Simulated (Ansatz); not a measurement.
**Ge: response to strain**

Ge is deformed so: equal xx and yy strain of -2 %. What stress and forces result, by LAPW, PAW and all-electron datasets made for the crystal?

Method: DFT PBEsol, scalar-relativistic, in Ansatz 0.2.0.

2 further runs of the same task are left out: 2 set aside as unsound or not needed.

**1. Starting point**

Symmetry: Fd-3m, No. 227, cubic system. Conventional cell: a = 5.658 Å, b = 5.658 Å, c = 5.658 Å, α = 90.00°, β = 90.00°, γ = 90.00°. Ge (site symmetry -43m) has 4 Ge at 2.45 Å as nearest neighbours.

As a file:

```
Ge
1.0
     0.00000    2.82877    2.82877
     2.82877    0.00000    2.82877
     2.82877    2.82877    0.00000
Ge
2
Direct
  0.50000 0.50000 0.50000
  0.75000 0.75000 0.75000
```

Atoms are numbered in the order of the input: Ge1, Ge2.

**2. After the deformation**

Space group Fd-3m before, I4_1/amd after.

**3. LAPW, all electrons**

input.yaml reads:

```yaml
crystal:
  lattice:
    - [0.0, 2.7721946, 2.82877]
    - [2.7721946, 0.0, 2.82877]
    - [2.7721946, 2.7721946, 0.0]
  atoms:
    - { symbol: Ge, position: [0.5, 0.5, 0.5] }
    - { symbol: Ge, position: [0.75, 0.75, 0.75] }
kpoints:
  mp_grid: { grid: [11, 11, 11] }
  band_path:
    path:
      - [0.0, 0.0, 0.0]
      - [0.0, 0.5, 0.5]
      - [0.25, 0.75, 0.5]
      - [0.0, 0.5, 0.0]
      - [0.0, 0.0, 0.0]
      - [0.5, 0.5, 0.0]
      - [0.37005, 0.62995, 0.0]
      - [-0.37005, 0.37005, 0.0]
      - [0.0, 0.0, 0.0]
    npoints: 5
scf:
  occupations: { method: fermi_dirac, width: 0.05 }
hamiltonian:
  xc: pbesol
  pseudopotentials: { kind: all_electron, lapw: { basis_error: 0.0005 } }
output:
  forces: true
  stress: true
  eigenvalues: true
```

Launch:

```console
$ ansatz run input.yaml --threads 1 --pin off --max-ram 3072MiB --backend cpu --events-out ev --progress --plain --runs-dir out
```

**4. PAW on the default files**

input.yaml reads:

```yaml
crystal:
  lattice:
    - [0.0, 2.7721946, 2.82877]
    - [2.7721946, 0.0, 2.82877]
    - [2.7721946, 2.7721946, 0.0]
  atoms:
    - { symbol: Ge, position: [0.5, 0.5, 0.5] }
    - { symbol: Ge, position: [0.75, 0.75, 0.75] }
kpoints:
  mp_grid: { grid: [11, 11, 11] }
scf:
  occupations: { method: fermi_dirac, width: 0.05 }
hamiltonian:
  xc: pbesol
  pseudopotentials: { kind: paw }
output:
  forces: true
  stress: true
  eigenvalues: true
  efg: { contact_densities: true }
```

**5. All-electron PAW on datasets made for the crystal**

Changes to input.yaml since step 4:

```diff
@@ -14,3 +14,3 @@
   xc: pbesol
-  pseudopotentials: { kind: paw }
+  pseudopotentials: { kind: all_electron, datasets: crystal }
 output:
```

(Steps that only read results are left out.)

What does the calculation give? Wanted: pressure; largest shear or deviatoric stress.

**Answer**, as computed:

```
                                 quantity                                           value
                                 pressure  LAPW 3.77, PAW 3.78, crystal datasets 3.77 GPa
largest shear or deviatoric stress (LAPW)                                        1.03 GPa
```

**Reading.** Against the undeformed cell the largest change of stress is +3.63 GPa, in the xx component (others tie with it), with the atoms carried along and not relaxed. PAW: stress within 0.01 GPa of LAPW. Crystal datasets: stress within 0.01 GPa of LAPW.
